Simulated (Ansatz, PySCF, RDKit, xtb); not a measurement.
# C4H6O5: which of the isomers drawn lies lowest?

Which of a sample of isomers of C4H6O5 is the most stable in the gas at 298.15 K, and what are its properties? The sample is small against all isomers, and the most stable one of this formula need not be in it.

The funnel: GFN2-xTB relaxations, single points with a density functional, relaxations at r2SCAN-D4/def2-SVP, harmonic vibrations (at GFN2-xTB), and a last energy at a higher level. All values are calculated.

### 1 Candidates

Isomers were taken from a list of plausible structures; this is a sample, not all of them. That gives 5 candidates.

```csv
label,SMILES,spin
c387,O=COC(=O)OCCO,singlet
c656,O=COC1OCOCO1,singlet
c800,O=C(O)C1OCOCO1,singlet
c873,COC(=O)OCOC=O,singlet
c959,COC(=O)OCC(=O)O,singlet
```

Candidates are built by distance geometry, with a force field where one applies, in up to four conformers (letters a to d).

**Question.** With final energies at CCSD(T)/def2-SVP + MP2/def2-TZVPP - MP2/def2-SVP, which structure will this search put lowest in free energy, and by what margin?

| quantity | value |
| --- | --- |
| lowest structure found | COC(=O)OCC(=O)O, singlet |
| next finalist | COC(=O)OCOC=O, singlet, 10.2 kcal/mol higher in G |
| share at equilibrium, among the finalists | 100.0 % |
| dipole moment (PBE0/def2-SVPD) | 1.02 D |
| HOMO energy (PBE0/def2-SVPD) | -8.54 eV |
| LUMO energy (PBE0/def2-SVPD) | -0.27 eV |
| HOMO–LUMO gap (PBE0/def2-SVPD) | 8.27 eV |
| lowest excitation (TD-PBE0/def2-SVPD) | 5.97 eV (f = 0.000) |
| strongest of the states computed, same level | 7.63 eV (f = 0.064) |
| lowest triplet excitation, same level, Tamm-Dancoff | 5.42 eV |
| vertical ionisation energy | 10.52 eV |
| vertical electron affinity | -1.31 eV (unbound: the value depends on the basis) |
| vertical triplet less singlet | +5.39 eV |

The search ends on `COC(=O)OCC(=O)O`. The margin of 10.2 kcal/mol over the next finalist is beyond the usual error of the last level; it says nothing of structures that weren't ranked. GFN2-xTB, r2SCAN-D4/def2-SVP, r2SCAN-D4/def2-SVP, relaxed, HF/def2-SVP and MP2/def2-SVP already put its bonding pattern lowest among the structures in one piece; HF/STO-3G favours the singlet O=COC1OCOCO1 (c656c, not a finalist). 5 minima inside the window were never screened. Lowest found is not proven lowest: the search is finite, and each finalist counts with one conformer. Only 5 drawn patterns were tried, so whole families of isomers are missing, and the result ranks this sample alone.
